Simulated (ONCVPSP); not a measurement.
**Tellurium: generating and testing an ONCV potential**

Task: generate the file, and judge it by its errors in other configurations, its logarithmic derivatives, its ghosts and its cutoff.

Program: ONCVPSP 4.0.1.1 (patched build). Reference atom: PBE, scalar-relativistic, spherical and spin-unpolarised. All values are calculated.

## (1) The design

Typed settings, in words:

| Property | Result |
| --- | --- |
| element | tellurium (Te, Z = 52) |
| type | optimised norm-conserving Vanderbilt (ONCV) |
| frozen core | [Ar] 3d10 |
| valence charge | 24 |
| reference configuration | 4s2 4p6 4d10 5s2 5p4 |
| partial waves | 4s+5s: rc 1.30 bohr, ncon 5, nbas 8, qcut 11.3 1/bohr, 2 projectors; 4p+5p: rc 1.05 bohr, ncon 4, nbas 7, qcut 14.9 1/bohr, 2 projectors; 4d: rc 0.90 bohr, ncon 4, nbas 6, qcut 9.6 1/bohr, 1 projector |
| local potential | polynomial inside 0.65 bohr (lpopt 2, dvloc0 6 Ha) |
| core correction | polynomial model core, fcfact 0.7 |

The outer shells as boxes (Hund's rule for the drawing; the calculation is spin-unpolarised):

```
[Ar] core
3d [↑↓][↑↓][↑↓][↑↓][↑↓]
4s [↑↓]
4p [↑↓][↑↓][↑↓]
4d [↑↓][↑↓][↑↓][↑↓][↑↓]
5s [↑↓]
5p [↑↓][↑ ][↑ ]
```

The nodes and maxima of the atom's own shells, from an earlier all-electron run, set the scale for the radii.

All-electron outer shells of the reference configuration (PBE, scalar-relativistic, ld1.x):

```csv
shell,level (eV),outermost node (bohr),outermost maximum (bohr)
3p,-803.91,0.13,0.29
3d,-560.05,–,0.24
4s,-164.39,0.38,0.70
4p,-114.41,0.38,0.74
4d,-41.65,0.36,0.81
5s,-15.11,0.91,1.80
5p,-5.95,1.00,2.17
```

## (2) Generating the potential

Te.dat

```
# ATOM AND REFERENCE CONFIGURATION
# atsym  z   nc   nv     iexc    psfile
  Te 52.00    6    5        4      upf
#
#   n    l    f
    1    0    2.00
    2    0    2.00
    2    1    6.00
    3    0    2.00
    3    1    6.00
    3    2   10.00
    4    0    2.00
    4    1    6.00
    4    2   10.00
    5    0    2.00
    5    1    4.00
#
# PSEUDOPOTENTIAL AND OPTIMIZATION
# lmax
    2
#
#   l,   rc,      ep,       ncon, nbas, qcut
    0    1.30    0.00    5    8   11.30
    1    1.05    0.00    4    7   14.90
    2    0.90    0.00    4    6    9.60
#
# LOCAL POTENTIAL
# lloc, lpopt,  rc(5),   dvloc0
    4    2    0.65    6.00
#
# VANDERBILT-KLEINMAN-BYLANDER PROJECTORs
# l, nproj, debl
    0    2    1.40
    1    2    3.20
    2    1    1.90
#
# MODEL CORE CHARGE
# icmod, fcfact, rcfact
    1    0.70    0.00
#
# LOG DERIVATIVE ANALYSIS
# epsh1, epsh2, depsh
   -8.00    5.00    0.04
#
# OUTPUT GRID
# rlmax, drl
    6.00    0.01
#
# TEST CONFIGURATIONS
# ncnf
    4
# nvcnf
#   n    l    f
    5
    4    0    2.00
    4    1    6.00
    4    2   10.00
    5    0    2.00
    5    1    3.00
#
    5
    4    0    2.00
    4    1    6.00
    4    2   10.00
    5    0    2.00
    5    1    2.00
#
    5
    4    0    2.00
    4    1    6.00
    4    2   10.00
    5    0    2.00
    5    1    1.00
#
    5
    4    0    2.00
    4    1    5.00
    4    2   10.00
    5    0    2.00
    5    1    4.00
#
```

Run with:

```sh
$ oncvpsp.x < Te.dat > Te.out
```

Q: Predict the outcome of this session. Wanted: cutoffs for 1 and 0.1 mHa per electron, occupied waves; bound ghosts; GHOST(+) flags; largest test error; largest phase difference near zero energy, channels read; rms error of d²Exc/dn², without and with the model core.

As calculated:

```
                                                quantity                              value
  cutoffs for 1 and 0.1 mHa per electron, occupied waves                   70 Ha and 129 Ha
                                            bound ghosts                         none found
                                          GHOST(+) flags                        s at 394 eV
                            largest test error (AE − PS)  -65 meV, for 4s2 4p5 4d10 5s2 5p4
largest phase difference near zero energy, channels read                          0.002 rad
 rms error of d²Exc/dn², without and with the model core                  1.75 and 0.49 mHa
```

What this shows: By total energies transferability is fair: the largest error is 65 meV on 122.9 eV, for 4s2 4p5 4d10 5s2 5p4. That test lies far up in energy; among those under 40 eV, nearer to bonding, the largest error is 5.2 meV. It counts as very hard, with 70 Ha needed at the looser tolerance. At the looser tolerance the 4p wave is the slowest; 4d needs 60 Ha. It is free of bound ghosts as far as tested. Near zero energy the phases of the channels with partial waves agree within 0.002 rad. The program also flags highly localised states, GHOST(+) (s). These are tests on the free atom; a crystal test is still owed.
